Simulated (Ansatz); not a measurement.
**GeH₃LiO: single points off equilibrium**

How do the functionals fare away from a minimum? The structure is a structure displaced at random from a GFN2-xTB minimum.

Method: single points in def2-TZVPP; program: Ansatz 0.2.0, Gaussian basis.

Cores are frozen in the correlated methods. Filled d shells of the heavier atoms are correlated. The outer core shell of Li, Na, Mg and K is correlated.

### Step 1. Starting geometry

SMILES `[Li][O][GeH3]`, 6 atoms, charge 0, spin multiplicity 1.

Atoms are counted from 1 here; the program's logs count them from 0.

Bond lengths: Li1–O2 1.585 Å, O2–Ge3 1.626 Å, Ge3–H4 1.569 Å, Ge3–H5 1.598 Å, Ge3–H6 1.737 Å. Angles: Li1–O2–Ge3 174.1°, O2–Ge3–H4 107.4°, O2–Ge3–H5 118.9°, O2–Ge3–H6 109.5°, H4–Ge3–H5 106.6°, H4–Ge3–H6 108.5°, H5–Ge3–H6 105.5°.

Geometry (Å):

```mol
GeH3LiO
  3D, bonds by distance, orders not assigned

  6  5  0  0  0  0  0  0  0  0999 V2000
    1.0199   -2.2332    1.1672 Li  0  0
    0.3487   -0.9825    0.4620 O   0  0
   -0.1876    0.3717   -0.2602 Ge  0  0
   -1.2557   -0.0568   -1.3272 H   0  0
    0.8609    1.3125   -1.0156 H   0  0
   -0.9619    1.3886    0.9162 H   0  0
  1  2  8  0
  2  3  8  0
  3  4  8  0
  3  5  8  0
  3  6  8  0
M  END
```

### Step 2. CCSD(T)/def2-TZVPP

Input file run/in.yaml:

```yaml
crystal:
  periodic: [false, false, false]
  atoms:
    - {symbol: Li, position_ang: [1.019900, -2.233200, 1.167200]}
    - {symbol: O, position_ang: [0.348700, -0.982500, 0.462000]}
    - {symbol: Ge, position_ang: [-0.187600, 0.371700, -0.260200]}
    - {symbol: H, position_ang: [-1.255700, -0.056800, -1.327200]}
    - {symbol: H, position_ang: [0.860900, 1.312500, -1.015600]}
    - {symbol: H, position_ang: [-0.961900, 1.388600, 0.916200]}
basis:
  gaussian: {orbitals: def2-TZVPP}
correlation: {method: ccsd_t}
output: {forces: true}
```

The command line of these runs was not kept.

### Step 3. PBE0-D4/def2-TZVPP

Edit run/in.yaml of step 2 so:

```diff
@@ -11,3 +11,3 @@
   gaussian: {orbitals: def2-TZVPP}
-correlation: {method: ccsd_t}
-output: {forces: true}
+hamiltonian: {xc: pbe0, dispersion: d4}
+output: {forces: true, orbitals: {seedname: orbitals}}
```

### Step 4. wB97M-V/def2-TZVPP

Edit run/in.yaml of step 3 so:

```diff
@@ -11,3 +11,3 @@
   gaussian: {orbitals: def2-TZVPP}
-hamiltonian: {xc: pbe0, dispersion: d4}
-output: {forces: true, orbitals: {seedname: orbitals}}
+hamiltonian: {xc: {name: wB97M-V}}
+output: {forces: true}
```

### Step 5. r2SCAN-D4/def2-TZVPP

Edit run/in.yaml of step 4 so:

```diff
@@ -11,3 +11,3 @@
   gaussian: {orbitals: def2-TZVPP}
-hamiltonian: {xc: {name: wB97M-V}}
+hamiltonian: {xc: r2scan, dispersion: d4}
 output: {forces: true}
```

### Step 6. PBE-D4/def2-TZVPP

Edit run/in.yaml of step 5 so:

```diff
@@ -11,3 +11,3 @@
   gaussian: {orbitals: def2-TZVPP}
-hamiltonian: {xc: r2scan, dispersion: d4}
+hamiltonian: {xc: pbe, dispersion: d4}
 output: {forces: true}
```

### Step 7. SPW92/def2-TZVPP

Edit run/in.yaml of step 6 so:

```diff
@@ -11,3 +11,3 @@
   gaussian: {orbitals: def2-TZVPP}
-hamiltonian: {xc: pbe, dispersion: d4}
+hamiltonian: {xc: lda}
 output: {forces: true}
```

### Step 8. LC-wPBE/def2-TZVPP

Edit run/in.yaml of step 7 so:

```diff
@@ -11,3 +11,3 @@
   gaussian: {orbitals: def2-TZVPP}
-hamiltonian: {xc: lda}
+hamiltonian: {xc: {name: LC-wPBE}}
 output: {forces: true}
```

(Steps that only read results are left out.)

Q: Predict the outcome of this session. Wanted: energy less free atoms, CCSD(T)/def2-TZVPP; RMS force component; RMS force error; HOMO and LUMO, PBE0-D4; T1 diagnostic.

The runs gave:

| quantity | value |
| --- | --- |
| energy less free atoms, CCSD(T)/def2-TZVPP | -1609.6 kJ/mol |
| RMS force component | 1.513 to 1.698 eV/Å over the methods |
| RMS force error | PBE0-D4 0.079, wB97M-V 0.038, r2SCAN-D4 0.052, PBE-D4 0.196, SPW92 0.145, LC-wPBE 0.084 eV/Å |
| HOMO and LUMO, PBE0-D4 | -6.58 and -1.18 eV |
| T1 diagnostic | 0.013 |

Against CCSD(T) the functionals' energies less atoms differ by -263.1 to +14.2 kJ/mol, PBE-D4 by -18.7 kJ/mol. CCSD(T) in triple zeta still lacks some correlation energy of the bonds, so part of these gaps is its own basis error and they don't rank the functionals. The forces of wB97M-V come nearest to CCSD(T), those of PBE-D4 are farthest. Frozen-core CCSD(T) forces in triple zeta carry basis errors of their own, and this is one geometry, so small gaps rank nothing.
